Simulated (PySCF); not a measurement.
# MoHS2ClO (SMILES [OH][Mo](=[S])(=[S])[Cl]): levels of theory compared

We compute a comparison of 6 runs (HF/3-21G, HF/def2-SVP, M06-2X/3-21G, PBE0/def2-SVP, wB97X/def2-SVP, PBE0/def2-TZVP) of MoHS2ClO. Input form: a Python script.

The results are computed with PySCF 2.14.0.

## Step 1: The molecule

MoHS2ClO has 6 atoms, charge 0, and is taken as a singlet. SMILES: `[OH][Mo](=[S])(=[S])[Cl]`. The coordinates come from a PBE0-D4/def2-TZVP relaxation. This is one conformer, not always the lowest.

Bond lengths: O1–Mo2 1.852 Å, Mo2–S3 2.092 Å, Mo2–S4 2.091 Å, Mo2–Cl5 2.241 Å, O1–H6 0.963 Å. Angles: O1–Mo2–S3 108.7°, O1–Mo2–S4 110.1°, O1–Mo2–Cl5 111.3°, S3–Mo2–S4 108.7°, S3–Mo2–Cl5 109.2°, S4–Mo2–Cl5 108.7°, Mo2–O1–H6 121.3°.

## Step 2: Energy and gradient at HF/3-21G (run 1)

job.py

```python
from pyscf import gto

mol = gto.M(
    atom='''
O     -0.785000     0.577600     1.154600
Mo     0.307300    -0.128300    -0.163900
S      1.792600    -1.288500     0.743600
S     -0.808200    -1.347800    -1.445200
Cl     1.274800     1.491900    -1.373300
H     -1.739400     0.631200     1.038000
''',
    max_memory=1860,
    verbose=4,
    basis='3-21g',
    charge=0,
)

mf = mol.RHF()
mf.conv_tol = 1e-10
mf.kernel()
if not mf.converged:
    mf = mf.newton().run(mf.mo_coeff, mf.mo_occ)

e_final = mf.e_tot
print(f'total energy: {e_final:.8f} hartree')
grad = mf.nuc_grad_method().kernel()
dip = mf.dip_moment()
pop, q = mf.mulliken_pop()
```

Run with:

```sh
$ OMP_NUM_THREADS=1 python job.py
```

Standard output:

```text
PySCF version 2.14.0

[... 78 lines left out ...]
converged SCF energy = -5280.05905703754
total energy: -5280.05905704 hartree
[... 12 lines left out ...]
Dipole moment(X, Y, Z, Debye): -2.78508, -0.27605,  0.89981
[... 54 lines left out ...]
pop of  2 S 3py           0.81286
pop of  2 S 3pz           0.77830
pop of  2 S 4px           0.54162
pop of  2 S 4py           0.67571
pop of  2 S 4pz           0.66888
pop of  3 S 1s            1.99867
pop of  3 S 2s            1.96487
pop of  3 S 3s            1.03262
pop of  3 S 4s            0.96625
pop of  3 S 2px           1.96139
pop of  3 S 2py           1.96371
pop of  3 S 2pz           1.96029
pop of  3 S 3px           0.75763
pop of  3 S 3py           0.83261
pop of  3 S 3pz           0.72253
pop of  3 S 4px           0.63115
pop of  3 S 4py           0.69090
pop of  3 S 4pz           0.58400
pop of  4 Cl 1s           1.99859
pop of  4 Cl 2s           1.95900
pop of  4 Cl 3s           1.12599
pop of  4 Cl 4s           0.90233
pop of  4 Cl 2px          1.96915
pop of  4 Cl 2py          1.96665
pop of  4 Cl 2pz          1.96871
pop of  4 Cl 3px          1.02943
pop of  4 Cl 3py          0.95893
pop of  4 Cl 3pz          1.01537
pop of  4 Cl 4px          0.82828
pop of  4 Cl 4py          0.73887
pop of  4 Cl 4pz          0.81033
pop of  5 H 1s            0.40646
pop of  5 H 2s            0.14313
 ** Mulliken atomic charges  **
charge of    0O =     -0.70202
charge of    1Mo =      0.63269
charge of    2S =     -0.04279
charge of    3S =     -0.06664
charge of    4Cl =     -0.27165
charge of    5H =      0.45041
```

Wall time 20 s (1 thread of Intel Xeon at 2.50GHz (Skylake/Cascade Lake), shared host); peak memory 0.17 GiB.

## Step 3: Energy and gradient at HF/def2-SVP (core potential) (run 2)

input.py

```python
from pyscf import gto

mol = gto.Mole()
mol.atom = [
    ('O', (-0.785000, 0.577600, 1.154600)),
    ('Mo', (0.307300, -0.128300, -0.163900)),
    ('S', (1.792600, -1.288500, 0.743600)),
    ('S', (-0.808200, -1.347800, -1.445200)),
    ('Cl', (1.274800, 1.491900, -1.373300)),
    ('H', (-1.739400, 0.631200, 1.038000)),
]
mol.verbose = 4
mol.spin = 0
mol.max_memory = 1860
mol.ecp = {'Mo': 'def2-svp'}
mol.basis = 'def2-svp'
mol.build()

myscf = mol.RHF()
myscf.conv_tol = 1e-10
myscf.kernel()
if not myscf.converged:
    myscf = myscf.newton().run(myscf.mo_coeff, myscf.mo_occ)

e_final = myscf.e_tot
print('E = %.10f Eh' % e_final)
grad = myscf.nuc_grad_method().kernel()
myscf.analyze()
```

Run with:

```sh
$ OMP_NUM_THREADS=1 python input.py
```

Standard output:

```text
PySCF version 2.14.0

[... 74 lines left out ...]
converged SCF energy = -1397.1477760755
[... 25 lines left out ...]
MO #4   energy= -20.6139968290811  occ= 2
[... 9 lines left out ...]
MO #14  energy= -6.66980955687852  occ= 2
[... 9 lines left out ...]
MO #24  energy= -0.919164046583141 occ= 2
[... 9 lines left out ...]
MO #34  energy= -0.420798082835279 occ= 2
[... 9 lines left out ...]
MO #44  energy= 0.136171709502439  occ= 0
[... 9 lines left out ...]
MO #54  energy= 0.524686840476889  occ= 0
[... 9 lines left out ...]
MO #64  energy= 0.898637434294891  occ= 0
[... 9 lines left out ...]
MO #74  energy= 1.05164618301551   occ= 0
[... 9 lines left out ...]
MO #84  energy= 1.42898504358366   occ= 0
[... 9 lines left out ...]
MO #94  energy= 1.80921534631997   occ= 0
[... 9 lines left out ...]
MO #104 energy= 39.5583682051613   occ= 0
[... 74 lines left out ...]
pop of  3 S 3pz           1.47741
pop of  3 S 4px           0.00761
pop of  3 S 4py           0.00674
pop of  3 S 4pz           0.00979
pop of  3 S 3dxy          0.00944
pop of  3 S 3dyz          0.00933
pop of  3 S 3dz^2         0.01232
pop of  3 S 3dxz          0.00935
pop of  3 S 3dx2-y2       0.01116
pop of  4 Cl 1s           2.00000
pop of  4 Cl 2s           1.99998
pop of  4 Cl 3s           1.92737
pop of  4 Cl 4s           0.00741
pop of  4 Cl 2px          1.99999
pop of  4 Cl 2py          1.99999
pop of  4 Cl 2pz          1.99999
pop of  4 Cl 3px          1.91769
pop of  4 Cl 3py          1.80555
pop of  4 Cl 3pz          1.86535
pop of  4 Cl 4px          0.00422
pop of  4 Cl 4py          0.00649
pop of  4 Cl 4pz          0.00578
pop of  4 Cl 3dxy         0.00555
pop of  4 Cl 3dyz         0.00584
pop of  4 Cl 3dz^2        0.00353
pop of  4 Cl 3dxz         0.00405
pop of  4 Cl 3dx2-y2      0.00469
pop of  5 H 1s            0.62237
pop of  5 H 2s            0.01866
pop of  5 H 2px           0.00248
pop of  5 H 2py           0.00160
pop of  5 H 2pz           0.00210
 ** Mulliken atomic charges  **
charge of    0O =     -0.89400
charge of    1Mo =      2.56482
charge of    2S =     -0.72411
charge of    3S =     -0.73604
charge of    4Cl =     -0.56347
charge of    5H =      0.35279
Dipole moment(X, Y, Z, Debye): -2.13500,  0.36441,  0.35180
```

It took 35 s on 1 thread of Intel Xeon at 2.50GHz (Skylake/Cascade Lake), shared host; peak memory 0.23 GiB.

Runs 3 to 5 aren't shown in full; the table further down has their settings and results.

## Step 4: Energy and forces at PBE0/def2-TZVP (core potential) (run 6)

start.xyz

```xyz
6
ClHMoOS2
O     -0.785000     0.577600     1.154600
Mo     0.307300    -0.128300    -0.163900
S      1.792600    -1.288500     0.743600
S     -0.808200    -1.347800    -1.445200
Cl     1.274800     1.491900    -1.373300
H     -1.739400     0.631200     1.038000
```

run.py

```python
# [OH][Mo](=[S])(=[S])[Cl]
from pyscf import gto, dft

molecule = gto.M(
    atom='start.xyz',
    basis='def2-tzvp',
    max_memory=1860,
    verbose=3,
    charge=0,
    ecp={'Mo': 'def2-svp'},
)

myscf = dft.RKS(molecule)
myscf.xc = 'pbe0'
myscf.grids.level = 5
myscf.conv_tol = 1e-10
myscf.kernel()
if not myscf.converged:
    myscf = myscf.newton().run(myscf.mo_coeff, myscf.mo_occ)

e_final = myscf.e_tot
print('E(%s) = %.9f' % ('PBE0', e_final))
grad = myscf.nuc_grad_method().kernel()
myscf.analyze()
```

Run with:

```sh
$ OMP_NUM_THREADS=1 python run.py
```

Standard output:

```text
converged SCF energy = -1400.35558340939
[... 22 lines left out ...]
MO #12  energy= -5.95611008163341  occ= 2
[... 15 lines left out ...]
MO #28  energy= -0.417846488876977 occ= 2
[... 15 lines left out ...]
MO #44  energy= 0.0511623726212761 occ= 0
[... 15 lines left out ...]
MO #60  energy= 0.315509385235381  occ= 0
[... 15 lines left out ...]
MO #76  energy= 0.551458096504657  occ= 0
[... 15 lines left out ...]
MO #92  energy= 1.20531565312775   occ= 0
[... 15 lines left out ...]
MO #108 energy= 1.55606001462367   occ= 0
[... 15 lines left out ...]
MO #124 energy= 1.77434979455231   occ= 0
[... 15 lines left out ...]
MO #140 energy= 2.07996547269172   occ= 0
[... 15 lines left out ...]
MO #156 energy= 2.89593927004903   occ= 0
[... 15 lines left out ...]
MO #172 energy= 6.81815761149886   occ= 0
[... 15 lines left out ...]
MO #188 energy= 85.5886346400056   occ= 0
[... 7 lines left out ...]
Dipole moment(X, Y, Z, Debye): -2.04664,  0.54872,  0.43525
```

Run time: 4.7 min. Hardware: 1 thread of Intel Xeon at 2.50GHz (Skylake/Cascade Lake), shared host; peak memory 2.7 GiB.

## Step 5: The series

| run | level | core potential | integration grid | energy (Eh) | dipole moment (D) | HOMO energy (eV) | LUMO energy (eV) | wall time |
| --- | --- | --- | --- | --- | --- | --- | --- | --- |
| 1 | HF/3-21G | – | – | -5280.059057 | 2.94 | -10.43 | -1.62 | 20 s |
| 2 | HF/def2-SVP (core potential) | def2-svp | – | -1397.147776 | 2.19 | -10.04 | -0.46 | 35 s |
| 3 | M06-2X/3-21G | – | 5 | -5284.870030 | 2.91 | -8.88 | -3.36 | 1.7 min |
| 4 | PBE0/def2-SVP (core potential) | def2-svp | 5 | -1399.808589 | 2.30 | -7.56 | -3.42 | 83 s |
| 5 | wB97X/def2-SVP (core potential) | def2-svp | 5 | -1400.267285 | 2.37 | -9.68 | -1.50 | 2.7 min |
| 6 | PBE0/def2-TZVP (core potential) | def2-svp | 5 | -1400.355583 | 2.16 | -7.55 | -3.48 | 4.7 min |

## Step 6: Results

| quantity | value |
| --- | --- |
| run 6: total energy | -1400.35558 Eh |
| run 6: dipole moment | 2.16 D |
| run 6: HOMO energy | -7.55 eV |
| run 6: LUMO energy | -3.48 eV |
| run 6: HOMO–LUMO gap | 4.08 eV |
| run 6: largest force on an atom | 0.029 eV/Å |

The dipole moment (its size) runs from 2.16 D (PBE0/def2-TZVP) to 2.94 D (HF/3-21G). The two ends differ in method and basis and core potential. The HOMO–LUMO gap runs from 4.08 eV (PBE0/def2-TZVP) to 9.58 eV (HF/def2-SVP). The two ends differ in method and basis. Totals of different functionals can't be ranked against each other. Some runs of one species differ in core potentials or relativity; totals across that change don't compare. In runs 1, 3 relativity is left out where basis or elements ask for it. All runs together took 11 min, the longest 4.7 min.
